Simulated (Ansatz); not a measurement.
# Si2Mo: the cost of one run

Computed with Ansatz 0.2.0, driven from Python. Level of theory: DFT PBEsol, plane waves, PAW.

**1. Starting point**

Symmetry: I4/mmm, No. 139, tetragonal system. The conventional cell has a = 3.200 Å, b = 3.200 Å, c = 7.861 Å, α = 90.00°, β = 90.00°, γ = 90.00°. Si (site symmetry 4mm) has 5 Si at 2.61 to 2.63 Å and 5 Mo at 2.62 Å as nearest neighbours. Mo (site symmetry 4/mmm) is surrounded by 10 Si at 2.62 Å.

The script holds or builds the structure itself.

**2. Script**

File si2mo.py:

```python
"""Equation of state of Si2Mo."""

import ansatz as az
import numpy as np
from scipy.optimize import curve_fit

XC = "pbesol"
OCCUPATIONS = "fermi_dirac"
ECUT = 500
MESH = (15, 15, 15)

vectors0 = np.array([
    [-1.6, 1.6, 3.9305],
    [1.6, -1.6, 3.9305],
    [1.6, 1.6, -3.9305],
])
sites = [
    ("Si", [0.333, 0.333, 0.0]),
    ("Si", [0.667, 0.667, 0.0]),
    ("Mo", [0.0, 0.0, 0.0]),
]


def crystal_on(cell):
    crystal = az.Crystal(lattice=az.Lattice.of(cell))
    for symbol, position in sites:
        crystal = crystal.atom(symbol, position)
    return crystal

def vinet(v, e0, v0, b0, b1):
    eta = (v / v0) ** (1 / 3)
    return e0 + 2 * b0 * v0 / (b1 - 1) ** 2 * (2 - (5 + 3 * b1 * (eta - 1) - 3 * eta) * np.exp(-1.5 * (b1 - 1) * (eta - 1)))

# scale the volume, keep shape and fractions
volumes, energies, pressures = [], [], []
for scale in np.linspace(0.9, 1.1, 9):
    cell = vectors0 * scale ** (1 / 3)
    setup = (
        crystal_on(cell).calculation()
        .functional(XC)
        .pseudopotentials("paw")
        .occupations(OCCUPATIONS)  # fractional filling near the Fermi level
        .basis(ECUT)
        .kpoints(*MESH)  # sampling of the Brillouin zone
        .stress()
    )
    data = setup.run(threads=1).report
    volumes.append(abs(np.linalg.det(cell)) / len(sites))
    energies.append(data["free_energy_ev"] / len(sites))
    pressures.append(np.trace(data["stress_gpa"]) / 3)
    print(f"V = {volumes[-1]:8.4f} A^3/atom  F = {energies[-1]:.5f} eV/atom  P = {pressures[-1]:8.3f} GPa")

guess = (min(energies), volumes[int(np.argmin(energies))], 0.5, 4.5)
(e0, v0, b0, b1), _ = curve_fit(vinet, np.array(volumes), np.array(energies), p0=guess, maxfev=20000)
print(f"Vinet fit: V0 = {v0:.4f} A^3/atom, B0 = {160.21766 * b0:.1f} GPa, B1 = {b1:.2f}")
print("largest residual", round(1000 * float(np.abs(vinet(np.array(volumes), e0, v0, b0, b1) - energies).max()), 3), "meV/atom")
```

**3. What the engine is handed**

The engine receives this input (first run):

```yaml
crystal:
  lattice:
    - [-1.5447830153690076, 1.5447830153690076, 3.7948560261924276]
    - [1.5447830153690076, -1.5447830153690076, 3.7948560261924276]
    - [1.5447830153690076, 1.5447830153690076, -3.7948560261924276]
  atoms:
    - { symbol: Si, position: [0.333, 0.333, 0.0] }
    - { symbol: Si, position: [0.667, 0.667, 0.0] }
    - { symbol: Mo, position: [0.0, 0.0, 0.0] }
basis:
  ecutwfc: 500.0
kpoints:
  mp_grid:
    grid: [15, 15, 15]
hamiltonian:
  xc: pbesol
  pseudopotentials:
    kind: paw
scf:
  occupations:
    method: fermi_dirac
output:
  stress: true
```

**4. The run**

Command:

```console
python si2mo.py
```

Q: Estimate wall time and peak memory on 1 thread of Arm Neoverse V1, shared host.

About 93 s, with a peak of 0.6 GiB.
